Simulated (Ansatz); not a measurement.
# FH₂InOS: one species, many methods

The task here is to estimate one member of a computed series from the others.

Program: Ansatz 0.2.0, Gaussian basis. Level of theory: functionals in def2-TZVPP, the program's frozen cores in correlated methods. These are calculated values, not measurements.

Levels to be run: PBE-D4, r2SCAN-D4, PBE0-D4, B3LYP-D4, ωB97X-V, ωB97M-V, B2PLYP; CCSD(T)/def2-TZVPP; CCSD(T)/def2-QZVPP; extrapolation to the limit.

## The relaxed structure

The geometry comes from an earlier relaxation with PBE0-D4 in a triple-zeta def2 set; it is a stationary point. In takes the def2 core potential; no spin-orbit term is included.

SMILES `[OH][In]([F])[SH]`, 6 atoms, charge 0, spin multiplicity 1.

Atoms are counted from 1 here; the program's logs count them from 0.

Bond lengths: O1–In2 1.963 Å, O1–H5 0.962 Å, In2–F3 1.952 Å, In2–S4 2.344 Å, S4–H6 1.346 Å. Angles: In2–O1–H5 110.9°, O1–In2–F3 112.4°, O1–In2–S4 129.6°, F3–In2–S4 118.1°, In2–S4–H6 91.4°.

Geometry (Å):

| atom | x (Å) | y (Å) | z (Å) |
| --- | --- | --- | --- |
| O1 | -1.7803 | 0.9274 | 0.4111 |
| In2 | -0.0760 | 0.0323 | 0.0280 |
| F3 | 0.4313 | -1.2301 | 1.4273 |
| S4 | 1.3580 | 0.2761 | -1.8100 |
| H5 | -2.1465 | 0.6249 | 1.2475 |
| H6 | 2.2137 | -0.6307 | -1.3039 |

Set-up of the first run:

Contents of in.yaml:

```yaml
crystal:
  periodic: [false, false, false]
  atoms:
    - {symbol: O, position_ang: [-1.780335, 0.927367, 0.411082]}
    - {symbol: In, position_ang: [-0.076048, 0.032339, 0.027984]}
    - {symbol: F, position_ang: [0.431250, -1.230113, 1.427259]}
    - {symbol: S, position_ang: [1.357973, 0.276121, -1.809954]}
    - {symbol: H, position_ang: [-2.146500, 0.624948, 1.247547]}
    - {symbol: H, position_ang: [2.213669, -0.630652, -1.303918]}
basis:
  gaussian: {orbitals: def2-TZVPP}
hamiltonian: {xc: pbe, dispersion: d4}
output: {forces: true, orbitals: {seedname: orbitals}}
```

Command:

```sh
$ ansatz run in.yaml --threads 2 --pin off --events-out ev --progress --plain --max-ram 32768MiB --backend cpu
```

Steps of the session up to this table: PBE-D4 (GGA); r2SCAN-D4 (meta-GGA); PBE0-D4 (hybrid); B3LYP-D4 (hybrid); ωB97X-V (range-separated); ωB97M-V (range-separated); B2PLYP (double hybrid); CCSD(T) in def2-TZVPP; CCSD(T) in def2-QZVPP.

One of the session's tables, all rows but one given; the rest of the session is left out.

It belongs to the step «Atomisation energies». 

```
            method  atomisation energy (kJ/mol)
            PBE-D4                       1851.4
         r2SCAN-D4                       1820.1
           PBE0-D4                       1780.6
          B3LYP-D4                       1776.4
           ωB97X-V                       1826.7
           ωB97M-V                       1819.0
            B2PLYP                       1774.5
     HF/def2-TZVPP                       1166.3
    MP2/def2-TZVPP                       1821.3
   CCSD/def2-TZVPP                       1713.8
CCSD(T)/def2-TZVPP                       1759.2
           MP2/CBS                       1900.7
       CCSD(T)/CBS                            ?
```

**Question.** Estimate the row for CCSD(T)/CBS.

The run gave: atomisation energy (kJ/mol): 1838.6. In the column «atomisation energy (kJ/mol)» it lies between ωB97X-V (1826.7) and PBE-D4 (1851.4).
